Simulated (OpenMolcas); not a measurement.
**One shape, several levels: C2H5ClSi (SMILES ClC1C[SiH2]1)**

Aim: a comparison of 6 runs (HF/def2-SVP, PBE/def2-SVP, SVWN5/def2-SVP, TPSS/def2-SVP, r2SCAN/def2-SVP, revPBE/def2-SVP) of C2H5ClSi. 

The results are computed with OpenMolcas 26.06.

### 1 Starting point

C2H5ClSi has 9 atoms, charge 0, and is taken as a singlet. As SMILES, `ClC1C[SiH2]1`. The C2–H5 distance was set to 1.410 Å, away from the relaxed value.

Bond lengths: Cl1–C2 1.761 Å, C2–C3 1.532 Å, C2–Si4 1.855 Å, C3–Si4 1.853 Å, C3–H6 1.086 Å, C3–H7 1.085 Å, Si4–H8 1.475 Å, Si4–H9 1.478 Å. Some angles: Cl1–C2–C3 117.2°, Cl1–C2–Si4 122.4°, C3–C2–Si4 65.5°, C2–C3–Si4 65.7°, C2–Si4–C3 48.8°, C2–C3–H6 115.0°, C2–C3–H7 116.2°, Si4–C3–H6 116.3°, Si4–C3–H7 122.5°, C2–Si4–H8 118.2°. A long bond or contact: C2–H5 1.410 Å.

### 2 The energy at HF/def2-SVP (run 1)

geom.xyz

```xyz
9

Cl    -0.473113    -0.711503    -2.246921
C     -0.305513     0.078597    -0.682521
C      1.067487     0.010197    -0.006921
Si    -0.280413    -0.870003     0.911279
H     -0.899600     1.356600    -0.714500
H      1.796387    -0.617203    -0.510821
H      1.482787     0.953997     0.331479
H     -0.315713    -2.343003     0.846079
H     -0.886813    -0.263103     2.114679
```

calc.inp

```
* C2H5ClSi Hartree-Fock
>>> EXPORT MOLCAS_PRINT=2
&gateway
baslib
$CurrDir
coord
geom.xyz
basis
def2-SVP
group
NoSym
&seward
&scf
thresholds
1e-10 1e-07 1e-07 1e-05
prorbitals
1 1
```

The basis set def2-SVP is read from a file made from the Basis Set Exchange's data (not shown).

Run with:

```sh
export MOLCAS_MEM=1860
pymolcas calc.inp > calc.log
```

Output:

```text
--- Start Module: gateway ---
[...]
--- Stop Module: gateway /rc=_RC_ALL_IS_WELL_ ---
--- Start Module: seward ---
[...]
      Basis functions           89
--- Stop Module: seward /rc=_RC_ALL_IS_WELL_ ---
[...]
--- Start Module: scf ---
[...]
       Convergence after  13 Iterations
[...]
::    Total SCF energy                               -826.6834307856
[...]
      Total spin, S                                     0.0000000000
[...]
      Total electronic charge=   48.000000
      Total            charge=   -0.000000
[...]
      Dipole Moment (debye):
      Origin of the operator (angstrom)=   -0.1528   -0.5335   -0.6443
                   X=  3.5425E-01               Y=  2.2983E-01               Z=  2.2198E+00           Total=  2.2596E+00
      Quadrupole Moment (debye*angstrom):
[...]
--- Stop Module: scf /rc=_RC_ALL_IS_WELL_ ---
[...]
```

It took 5.4 s on 1 thread of Intel Xeon 6975P-C (Granite Rapids), shared host; peak memory 0.49 GiB.

### 3 A single-point energy at PBE/def2-SVP (run 2)

coord.xyz

```xyz
9

Cl    -0.473113    -0.711503    -2.246921
C     -0.305513     0.078597    -0.682521
C      1.067487     0.010197    -0.006921
Si    -0.280413    -0.870003     0.911279
H     -0.899600     1.356600    -0.714500
H      1.796387    -0.617203    -0.510821
H      1.482787     0.953997     0.331479
H     -0.315713    -2.343003     0.846079
H     -0.886813    -0.263103     2.114679
```

test.inp

```
* C2H5ClSi Kohn-Sham DFT
&GATEWAY
BasLib = $CurrDir
Coord = coord.xyz
Basis = def2-SVP
Group = NoSym
&SEWARD
GridInput
Grid=UltraFine
End of Grid
&SCF
KSDFT = PBE
Thresholds = 1e-10 1e-07 1e-07 1e-05
PrOrbitals = 1
```

The basis set def2-SVP is read from a file made from the Basis Set Exchange's data (not shown).

Run with:

```sh
export MOLCAS_MEM=1860
pymolcas test.inp > test.log
```

Output:

```text
--- Start Module: gateway ---
[...]
--- Stop Module: gateway /rc=_RC_ALL_IS_WELL_ ---
--- Start Module: seward ---
[...]
      Basis functions           89
--- Stop Module: seward /rc=_RC_ALL_IS_WELL_ ---
[...]
--- Start Module: scf ---
[...]
       Convergence after  16 Iterations
[...]
::    Total KS-DFT energy                            -828.0852410465
[...]
      Total spin, S                                     0.0000000000
[...]
      Total electronic charge=   48.000000
      Total            charge=   -0.000000
[...]
      Dipole Moment (debye):
      Origin of the operator (angstrom)=   -0.1528   -0.5335   -0.6443
                   X=  4.7053E-01               Y=  3.7097E-01               Z=  1.4688E+00           Total=  1.5863E+00
      Quadrupole Moment (debye*angstrom):
[...]
--- Stop Module: scf /rc=_RC_ALL_IS_WELL_ ---
[...]
```

Wall time 23 s (1 thread of Intel Xeon 6975P-C (Granite Rapids), shared host); peak memory 0.49 GiB.

Run 3 isn't shown in full; the table further down has it.

### 4 A single-point energy at TPSS/def2-SVP (run 4)

mol.xyz

```xyz
9

Cl    -0.473113    -0.711503    -2.246921
C     -0.305513     0.078597    -0.682521
C      1.067487     0.010197    -0.006921
Si    -0.280413    -0.870003     0.911279
H     -0.899600     1.356600    -0.714500
H      1.796387    -0.617203    -0.510821
H      1.482787     0.953997     0.331479
H     -0.315713    -2.343003     0.846079
H     -0.886813    -0.263103     2.114679
```

job.inp

```
* C2H5ClSi Kohn-Sham DFT
&GATEWAY
BasLib
$CurrDir
Coord
mol.xyz
Basis
def2-SVP
Group
NoSym
&SEWARD
GridInput
Grid=UltraFine
End of Grid
&SCF
KSDFT
2
1.0 MGGA_X_TPSS
1.0 MGGA_C_TPSS
Thresholds
1e-10 1e-07 1e-07 1e-05
PrOrbitals
1
```

The basis set def2-SVP is read from a file made from the Basis Set Exchange's data (not shown).

Run with:

```sh
export MOLCAS_MEM=1860
pymolcas job.inp > job.log
```

Output:

```text
--- Start Module: gateway ---
[...]
--- Stop Module: gateway /rc=_RC_ALL_IS_WELL_ ---
--- Start Module: seward ---
[...]
      Basis functions           89
--- Stop Module: seward /rc=_RC_ALL_IS_WELL_ ---
[...]
--- Start Module: scf ---
[...]
       Convergence after  17 Iterations
[...]
::    Total KS-DFT energy                            -828.5996328947
[...]
      Total spin, S                                     0.0000000000
[...]
      Total electronic charge=   48.000000
      Total            charge=   -0.000000
[...]
      Dipole Moment (debye):
      Origin of the operator (angstrom)=   -0.1528   -0.5335   -0.6443
                   X=  4.9398E-01               Y=  3.5607E-01               Z=  1.6411E+00           Total=  1.7504E+00
      Quadrupole Moment (debye*angstrom):
[...]
--- Stop Module: scf /rc=_RC_ALL_IS_WELL_ ---
[...]
```

It took 33 s on 1 thread of Intel Xeon 6975P-C (Granite Rapids), shared host; peak memory 0.49 GiB.

Run 5 isn't shown in full; the table further down has it.

### 5 A single-point energy at revPBE/def2-SVP (run 6)

calc.input

```
>>> EXPORT MOLCAS_PRINT=2

&GATEWAY
 BASLIB = $CurrDir
 COORD
 9
 angstrom
 Cl      -0.473113      -0.711503      -2.246921
 C       -0.305513       0.078597      -0.682521
 C        1.067487       0.010197      -0.006921
 Si      -0.280413      -0.870003       0.911279
 H       -0.899600       1.356600      -0.714500
 H        1.796387      -0.617203      -0.510821
 H        1.482787       0.953997       0.331479
 H       -0.315713      -2.343003       0.846079
 H       -0.886813      -0.263103       2.114679
 BASIS = def2-SVP
 GROUP = NoSym

&SEWARD
 GRIDINPUT
 Grid=UltraFine
 End of Grid

&SCF
 KSDFT = revPBE
 THRESHOLDS = 1e-10 1e-07 1e-07 1e-05
 PRORBITALS = 1 1
```

The basis set def2-SVP is read from a file made from the Basis Set Exchange's data (not shown).

Run with:

```sh
export MOLCAS_MEM=1860
pymolcas calc.input > calc.log
```

Output:

```text
--- Start Module: gateway ---
[...]
--- Stop Module: gateway /rc=_RC_ALL_IS_WELL_ ---
--- Start Module: seward ---
[...]
      Basis functions           89
--- Stop Module: seward /rc=_RC_ALL_IS_WELL_ ---
[...]
--- Start Module: scf ---
[...]
       Convergence after  16 Iterations
[...]
::    Total KS-DFT energy                            -828.3673913589
[...]
      Total spin, S                                     0.0000000000
[...]
      Total electronic charge=   48.000000
      Total            charge=   -0.000000
[...]
      Dipole Moment (debye):
      Origin of the operator (angstrom)=   -0.1528   -0.5335   -0.6443
                   X=  4.8119E-01               Y=  3.5193E-01               Z=  1.5035E+00           Total=  1.6174E+00
      Quadrupole Moment (debye*angstrom):
[...]
--- Stop Module: scf /rc=_RC_ALL_IS_WELL_ ---
[...]
```

Run time: 22 s. Hardware: 1 thread of Intel Xeon 6975P-C (Granite Rapids), shared host; peak memory 0.49 GiB.

### 6 Overview of the runs

```tsv
run	level	integration grid	energy (Eh)	dipole moment (D)	HOMO energy (eV)	LUMO energy (eV)	wall time
1	HF/def2-SVP	–	-826.683431	2.26	-9.60	3.37	5.4 s
2	PBE/def2-SVP	UltraFine	-828.085241	1.59	-5.70	-0.82	23 s
3	SVWN5/def2-SVP	UltraFine	-825.148919	1.55	-5.77	-0.94	13 s
4	TPSS/def2-SVP	UltraFine	-828.599633	1.75	-5.83	-0.67	33 s
5	r2SCAN/def2-SVP	UltraFine	-828.427755	1.81	-5.99	-0.65	29 s
6	revPBE/def2-SVP	UltraFine	-828.367391	1.62	-5.68	-0.77	22 s
```

### 7 What came out

| quantity | value |
| --- | --- |
| run 6: total energy | -828.36739 Eh |
| run 6: dipole moment | 1.62 D |
| run 6: HOMO energy | -5.68 eV |
| run 6: LUMO energy | -0.77 eV |
| run 6: HOMO–LUMO gap | 4.91 eV |

What this shows: The dipole moment (its size) runs from 1.55 D (SVWN5/def2-SVP) to 2.26 D (HF/def2-SVP). The HOMO–LUMO gap runs from 4.83 eV (SVWN5/def2-SVP) to 12.97 eV (HF/def2-SVP). Exact exchange widens orbital gaps. Totals of different functionals can't be ranked against each other. All runs together took 2.1 min, the longest 33 s.
